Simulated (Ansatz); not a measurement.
Geometry optimisation, DFT PBE, scalar-relativistic, plane waves, PAW (Ansatz 0.2.0).

The input (input.yaml):

```yaml
crystal:
  lattice:
    - [5.931495, 0.0, 0.0]
    - [2.965747, 5.136825, 0.0]
    - [0.0, 0.0, 18.053806]
  atoms:
    - { symbol: Mg, position: [0.0, 0.0, 0.05539] }
    - { symbol: O, position: [0.3333333, 0.8333333, 0.122454] }
    - { symbol: Mg, position: [0.0, 0.5, 0.05539] }
    - { symbol: O, position: [0.3333333, 0.3333333, 0.122454] }
    - { symbol: Mg, position: [0.5, 0.0, 0.05539] }
    - { symbol: O, position: [0.8333333, 0.8333333, 0.122454] }
    - { symbol: Mg, position: [0.5, 0.5, 0.05539] }
    - { symbol: O, position: [0.8333333, 0.3333333, 0.122454] }
    - { symbol: Mg, position: [0.6666667, 0.6666667, 0.1895181] }
    - { symbol: O, position: [0.0, 0.5, 0.2565821] }
    - { symbol: Mg, position: [0.6666667, 0.1666667, 0.1895181] }
    - { symbol: O, position: [0.0, 0.0, 0.2565821] }
    - { symbol: Mg, position: [0.1666667, 0.6666667, 0.1895181] }
    - { symbol: O, position: [0.5, 0.5, 0.2565821] }
    - { symbol: Mg, position: [0.1666667, 0.1666667, 0.1895181] }
    - { symbol: O, position: [0.5, 0.0, 0.2565821] }
    - { symbol: Mg, position: [0.3333333, 0.3333333, 0.3236462] }
    - { symbol: O, position: [0.6666667, 0.1666667, 0.3907102] }
    - { symbol: Mg, position: [0.3333333, 0.8333333, 0.3236462] }
    - { symbol: O, position: [0.6666667, 0.6666667, 0.3907102] }
    - { symbol: Mg, position: [0.8333333, 0.3333333, 0.3236462] }
    - { symbol: O, position: [0.1666667, 0.1666667, 0.3907102] }
    - { symbol: Mg, position: [0.8333333, 0.8333333, 0.3236462] }
    - { symbol: O, position: [0.1666667, 0.6666667, 0.3907102] }
    - { symbol: C, position: [0.3936869, 0.1912556, 0.5097987] }
    - { symbol: F, position: [0.5803854, 0.2341675, 0.485267] }
    - { symbol: F, position: [0.1642859, 0.3778082, 0.485267] }
    - { symbol: F, position: [0.4365873, -0.0381633, 0.485267] }
    - { symbol: F, position: [0.3936869, 0.1912556, 0.5834673] }
basis:
  ecutwfc: 420.0
kpoints:
  mp_grid: { grid: [2, 2, 1] }
hamiltonian:
  xc: pbe
  pseudopotentials: { kind: paw, azcp: { folder: soft_1 } }
scf:
  occupations: { method: fermi_dirac, width: 0.02 }
  lower_state_search: "off"
relax:
  f_tol: 0.03
  max_steps: 60
  adjacent_minimum: "off"
  constraints: [{ sites: [0, 1, 2, 3, 4, 5, 6, 7] }]
```

Run as:

```bash
$ ansatz run input.yaml --threads 2 --pin off --max-ram 5120MiB --backend cpu --events-out ev --progress --plain --runs-dir out
```

Where does it end, and by what steps?

The run converged. Limits of this set-up: coarse k mesh, thin slab, slab without dipole correction, no dispersion correction for a molecule that may bind weakly. After 13 steps the energy has fallen by 3.879 eV; F26 moved furthest, 2.00 Å.

```tsv
step	energy less start (eV)	largest force component (eV/Å)	accepted
0	0.0000	4.800	yes
1	-1.8171	2.865	yes
2	-2.9510	0.897	yes
3	-3.4005	0.830	yes
4	-3.5995	0.513	yes
5	-3.7220	0.152	yes
6	-3.7992	0.136	yes
7	-3.8423	0.067	yes
8	-3.8636	0.061	yes
9	-3.8733	0.048	yes
10	-3.8768	0.099	yes
11	-3.8782	0.090	yes
12	-3.8787	0.037	yes
13	-3.8789	0.017	yes
```

```xyz
29
Lattice="5.9315 0.0000 0.0000 2.9657 5.1368 0.0000 0.0000 0.0000 18.0538" Properties=species:S:1:pos:R:3
Mg 0.000 0.000 1.000
O 4.449 4.281 2.211
Mg 1.483 2.568 1.000
O 2.966 1.712 2.211
Mg 2.966 0.000 1.000
O 7.414 4.281 2.211
Mg 4.449 2.568 1.000
O 5.931 1.712 2.211
Mg 5.932 3.425 3.612
O 1.484 2.567 4.661
Mg 4.452 0.854 3.607
O 0.000 0.000 4.678
Mg 2.965 3.428 3.607
O 4.448 2.568 4.658
Mg 1.480 0.854 3.605
O 2.965 0.001 4.661
Mg 2.965 1.713 6.060
O 4.421 0.880 7.106
Mg 4.449 4.280 6.132
O 5.926 3.421 7.118
Mg 5.932 1.712 6.131
O 1.511 0.872 7.103
Mg 7.415 4.282 6.148
O 2.971 3.389 7.105
C 2.948 1.128 10.999
F 4.180 1.562 10.732
F 2.047 1.990 10.535
F 2.758 -0.073 10.462
F 2.806 1.033 12.347
```

Whether the end is a true minimum wasn't checked by a vibrational analysis.

The run took 3.5 min on 2 threads of Intel(R) Xeon(R) Platinum 8488C (Sapphire Rapids), on a shared host, peak memory 1.2 GiB.
